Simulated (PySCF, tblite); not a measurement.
# C₂H₆F₃PSi: geometry, infrared bands and NMR shifts

Wanted: the infrared bands and NMR shifts of C₂H₆F₃PSi (`CP([SiH3])C(F)(F)F`), by calculation.

Computed with tblite 0.8.0 and PySCF 2.14.0, with density-fitted response routines of our own, on a single molecule in the gas phase. Atoms count from 0, in the outputs and in this text.

### 1 The molecule as given

13 atoms, charge 0, multiplicity 1; geometry from: force field or distance geometry start.

Bonds of the start (Å): C0–P1 1.83, P1–Si2 2.21, P1–C3 1.76, C3–F4 1.32, C3–F5 1.33, C3–F6 1.34, C0–H7 1.10, C0–H8 1.10, C0–H9 1.09, Si2–H10 1.48, Si2–H11 1.48, Si2–H12 1.48.

### 2 Geometry optimisation with GFN2-xTB

What the job is given:

```
{"job": {"kind": "relax", "xc": "GFN2-xTB", "basis": "xTB"}, "charge": 0, "multiplicity": 1}
C     -1.437600    -0.859000     0.188800
P     -0.334300     0.103600    -0.902700
Si     1.631700    -0.727700    -0.341100
C     -0.235300     1.622500    -0.028800
F      0.719900     2.330800    -0.601000
F     -1.443300     2.170400    -0.173300
F      0.031200     1.350500     1.253200
H     -1.130500    -0.849800     1.243800
H     -2.453100    -0.443800     0.146200
H     -1.512800    -1.899300    -0.135900
H      2.705400     0.078800    -0.953300
H      1.760700    -0.763200     1.131700
H      1.693600    -2.113400    -0.845300
```

Command:

```
$ OMP_NUM_THREADS=1 python probes_run.py task.json out
```

The driver reads the jobs from task.json and runs them one after another.

The log of the run:

```text
step      E/eV     max force
  0    -701.39936    4.232
  1    -701.70915    2.148
  2    -701.90833    0.710
  3    -701.94035    0.422
  4    -701.95356    0.302
  5    -701.95855    0.174
  6    -701.96232    0.152
  7    -701.96532    0.165
  8    -701.96833    0.170
  9    -701.96974    0.088
 10    -701.97027    0.045
 11    -701.97056    0.045
 12    -701.97087    0.054
 13    -701.97109    0.035
 14    -701.97122    0.028
 15    -701.97133    0.028
 16    -701.97146    0.037
 17    -701.97157    0.029
 18    -701.97164    0.020
 19    -701.97168    0.019
 20    -701.97172    0.025
 21    -701.97177    0.024
 22    -701.97181    0.013
 23    -701.97184    0.014
 24    -701.97185    0.012
 25    -701.97187    0.015
 26    -701.97190    0.013
 27    -701.97192    0.012
 28    -701.97194    0.011
 29    -701.97196    0.011
 30    -701.97198    0.013
 31    -701.97201    0.013
 32    -701.97203    0.013
 33    -701.97205    0.012
 34    -701.97207    0.014
 35    -701.97210    0.016
 36    -701.97212    0.013
 37    -701.97214    0.010
```

Wall time 0.22 s (1 thread of Arm Neoverse V1, shared host).

The steps of the relaxation: (not every step is listed)

```
step  energy from step 0 (eV)  largest force (eV/Å)
   0                   0.0000                4.2323
   1                  -0.3098                2.1478
   2                  -0.5090                0.7105
   3                  -0.5410                0.4225
   4                  -0.5542                0.3023
   5                  -0.5592                0.1744
   6                  -0.5630                0.1523
   7                  -0.5660                0.1649
   8                  -0.5690                0.1695
  10                  -0.5709                0.0447
  12                  -0.5715                0.0540
  14                  -0.5719                0.0283
  16                  -0.5721                0.0372
  18                  -0.5723                0.0201
  20                  -0.5724                0.0255
  22                  -0.5725                0.0127
  24                  -0.5725                0.0124
  26                  -0.5725                0.0135
  28                  -0.5726                0.0109
  30                  -0.5726                0.0127
  32                  -0.5727                0.0130
  33                  -0.5727                0.0122
  34                  -0.5727                0.0142
  35                  -0.5727                0.0157
  36                  -0.5728                0.0132
  37                  -0.5728                0.0096
```

Close pairs (by a distance rule), those that changed most:

```
   bond  before (Å)  after (Å)  change (Å)
  P1–C3       1.755      1.869      +0.114
 P1–Si2       2.207      2.257      +0.049
  C3–F4       1.320      1.341      +0.021
  C0–P1       1.826      1.846      +0.020
Si2–H10       1.476      1.460      -0.016
Si2–H11       1.479      1.465      -0.013
Si2–H12       1.476      1.463      -0.013
  C3–F6       1.337      1.349      +0.012
```

The next job starts from the end point, and lists it.

### 3 Vibrational analysis with GFN2-xTB

What the job is given:

```
{"job": {"kind": "ir", "xc": "GFN2-xTB", "basis": "xTB"}, "charge": 0, "multiplicity": 1}
C     -1.470689    -0.877255     0.185295
P     -0.341344    -0.023891    -1.000078
Si     1.674900    -0.777916    -0.323299
C     -0.253322     1.582505    -0.048391
F      0.678578     2.402684    -0.554678
F     -1.421134     2.239895    -0.095409
F      0.038366     1.446914     1.262071
H     -1.106837    -0.815490     1.210013
H     -2.460012    -0.424112     0.117762
H     -1.542624    -1.920246    -0.116676
H      2.665067     0.094499    -0.948128
H      1.802812    -0.782831     1.136557
H      1.731850    -2.144271    -0.842766
```

The log of the run:

```text
mode    cm-1     km/mol
  1      46.5      0.26
  2      89.2      0.25
  3     117.8      2.09
  4     147.0      1.04
  5     181.0      0.76
  6     187.8      2.59
  7     257.8      1.59
  8     293.0      3.56
  9     402.3     43.26
 10     456.8      5.43
 11     469.2      9.53
 12     480.2     15.85
 13     506.1     29.48
 14     528.0     14.30
 15     673.5     32.83
 16     737.3    175.79
 17     740.0    174.87
 18     746.6    278.20
 19     775.3    153.16
 20     892.8     18.29
 21     902.3      8.85
 22    1019.8    230.62
 23    1051.0    226.37
 24    1085.6    209.19
 25    1321.6      0.36
 26    1432.0      6.01
 27    1441.5      8.81
 28    2247.8    146.66
 29    2272.7    197.86
 30    2299.4    233.25
 31    2993.5      2.03
 32    2994.7      1.14
 33    3019.2      5.84
```

Run time: 0.39 s. Hardware: 1 thread of Arm Neoverse V1, shared host.

The strongest bands and the atoms that carry them (share of the mass-weighted mode):

```
cm⁻¹  km/mol                                 atoms
 737   175.8  C0 27 %, H11 18 %, P1 17 %, H10 17 %
 740   174.9          H10 38 %, H12 28 %, H11 17 %
 747   278.2  H10 31 %, H12 29 %, C0 16 %, P1 10 %
1020   230.6                      C3 72 %, F6 21 %
1051   226.4             C3 71 %, F5 17 %, F4 10 %
1086   209.2                      C3 70 %, F4 17 %
2273   197.9                              H12 90 %
2299   233.2                              H10 90 %
```

### 4 NMR shieldings: PBE0/pcSseg-1

Settings changed since step 3:

```diff
@@ -1,2 +1,2 @@
-{"job": {"kind": "ir", "xc": "GFN2-xTB", "basis": "xTB"}, "charge": 0, "multiplicity": 1}
+{"job": {"kind": "nmr", "xc": "PBE0", "basis": "pcSseg-1"}, "charge": 0, "multiplicity": 1}
 C     -1.470689    -0.877255     0.185295
```

Method: GIAO PBE0/pcSseg-1 NMR shielding, non-relativistic, gas phase.

The log of the run:

```text
coarse grid: 12400 points
cycle   1  E = -1009.3244963513  dE =  7.640e-01  |g| = 8.644e-01  |ddm| = 3.155e+00
cycle   2  E = -1009.1772492689  dE =  1.472e-01  |g| = 1.317e+00  |ddm| = 1.046e+00
cycle   3  E = -1009.4529749917  dE = -2.757e-01  |g| = 4.732e-02  |ddm| = 6.574e-01
cycle   4  E = -1009.4533647450  dE = -3.898e-04  |g| = 2.689e-02  |ddm| = 8.088e-02
cycle   5  E = -1009.4535415862  dE = -1.768e-04  |g| = 6.286e-03  |ddm| = 3.089e-02
cycle   6  E = -1009.4535512865  dE = -9.700e-06  |g| = 1.431e-03  |ddm| = 7.733e-03
final grid: 113312 points
cycle   7  E = -1009.5147656557  dE = -3.928e-05  |g| = 8.135e-03  |ddm| = 2.335e-02
cycle   8  E = -1009.5147565629  dE =  9.093e-06  |g| = 1.066e-02  |ddm| = 1.299e-02
cycle   9  E = -1009.5147800842  dE = -2.352e-05  |g| = 6.110e-04  |ddm| = 7.324e-03
cycle  10  E = -1009.5147801469  dE = -6.272e-08  |g| = 2.715e-04  |ddm| = 7.896e-04
cycle  11  E = -1009.5147801591  dE = -1.224e-08  |g| = 6.835e-05  |ddm| = 2.202e-04
cycle  12  E = -1009.5147801601  dE = -9.181e-10  |g| = 1.467e-05  |ddm| = 6.512e-05
converged SCF energy = -1009.5147801601

GIAO shielding tensors (ppm)
atom      isotropic    diamagn.    paramagn.     s11        s22        s33       span
  0 C      181.413     253.690     -72.277    172.074    180.599    191.567     19.493
  1 P      420.598     967.242    -546.645    317.910    386.899    556.983    239.074
  2 Si     422.806     880.172    -457.366    381.797    426.055    460.567     78.770
  3 C       43.327     247.858    -204.531     30.534     40.796     58.652     28.117
  4 F      240.241     474.094    -233.853    146.537    248.409    325.777    179.240
  5 F      239.421     473.568    -234.147    149.347    240.457    328.460    179.114
  6 F      239.015     477.152    -238.137    142.735    245.920    328.390    185.656
  7 H       29.899      31.472      -1.572     24.924     28.977     35.797     10.873
  8 H       29.940      29.808       0.132     24.777     27.511     37.531     12.753
  9 H       30.659      30.288       0.371     25.834     27.422     38.720     12.885
 10 H       27.447      28.900      -1.453     23.696     25.646     33.000      9.305
 11 H       27.512      29.147      -1.635     23.756     26.494     32.285      8.529
 12 H       27.809      29.118      -1.309     24.344     25.446     33.637      9.293
```

Run time: 19 s. Hardware: 1 thread of Arm Neoverse V1, shared host; peak memory 0.74 GiB.

The references, computed at this level on geometries of the same kind, shield at (ppm): 1H TMS 31.72, 13C TMS 186.9, 29Si TMS 349.2, 19F CFCl3 170.9, 31P H3PO4 318.4. Their shielding less the atom's gives the shift. The references are single molecules in the gas phase, so shifts against H2O, NH3, PH3, H3PO4 or CFCl3 are not on the usual liquid scales and can be off by tens of ppm. Atoms listed in one row are averaged.

```
        atoms                              environment  σ (ppm)  δ (ppm)  δ scaled to CDCl3
           C3                               CF3 carbon     43.3    143.6              138.2
           C0                methyl carbon bonded to P    181.4      5.5                3.5
H10, H11, H12        hydrogen on a silicon bonded to P    27.59     4.13                  –
   H7, H8, H9  hydrogen on a methyl carbon bonded to P    30.17     1.55               1.57
           P1             phosphorus bonded to 2 C, Si    420.6   -102.2                  –
          Si2                 silicon bonded to P, 3 H    422.8    -73.6                  –
   F4, F5, F6                  fluorine of a CF3 group    239.6    -68.6                  –
```

The scaled column applies a straight-line fit of computed shieldings to shifts measured in CDCl3, and one for carbons that bear F (root-mean-square error 0.16 ppm for H, 1.9 ppm for C).

The run also stored atomic charges by several schemes (e):

```
     atoms  Mulliken    IAO  Hirshfeld  ESP fit
        C0     -0.51  -0.61      -0.16    -0.30
        P1     -0.02   0.22       0.05    -0.20
       Si2      0.39   0.41       0.25     0.28
        C3      0.61   0.62       0.21     0.36
F4, F5, F6     -0.27  -0.28      -0.09    -0.13
```

Mayer bond orders: C0–P1 0.97, P1–Si2 0.87, P1–C3 0.92, C3–F4 0.98, C3–F5 0.98, C3–F6 0.95.

### 5 Summary of results

```
                                                                 quantity                 value
                                strongest single infrared mode (GFN2-xTB)  747 cm⁻¹, 278 km/mol
                                             zero-point energy (GFN2-xTB)         46.9 kcal/mol
                                   13C shifts against TMS (PBE0/pcSseg-1)        143.6, 5.5 ppm
   1H shifts against TMS (PBE0/pcSseg-1, means over atoms taken as alike)        4.13, 1.55 ppm
                                 31P shifts against H3PO4 (PBE0/pcSseg-1)            -102.2 ppm
                                  29Si shifts against TMS (PBE0/pcSseg-1)             -73.6 ppm
19F shifts against CFCl3 (PBE0/pcSseg-1, means over atoms taken as alike)             -68.6 ppm
```

In words: The optimisation took 37 steps and gained 0.573 eV; among the close pairs (by a distance rule), P1–C3 changed most, from 1.755 to 1.869 Å. No mode is imaginary among the 33: a minimum at this level. The strongest single mode, at 747 cm⁻¹, is carried by H10, H12, C0, P1. Unscaled tight-binding wavenumbers are off by several per cent, some by more. Its intensities can rank the bands wrongly. At PBE0/pcSseg-1: The largest span, 239 ppm, is at P1, where the paramagnetic term is -547 ppm.
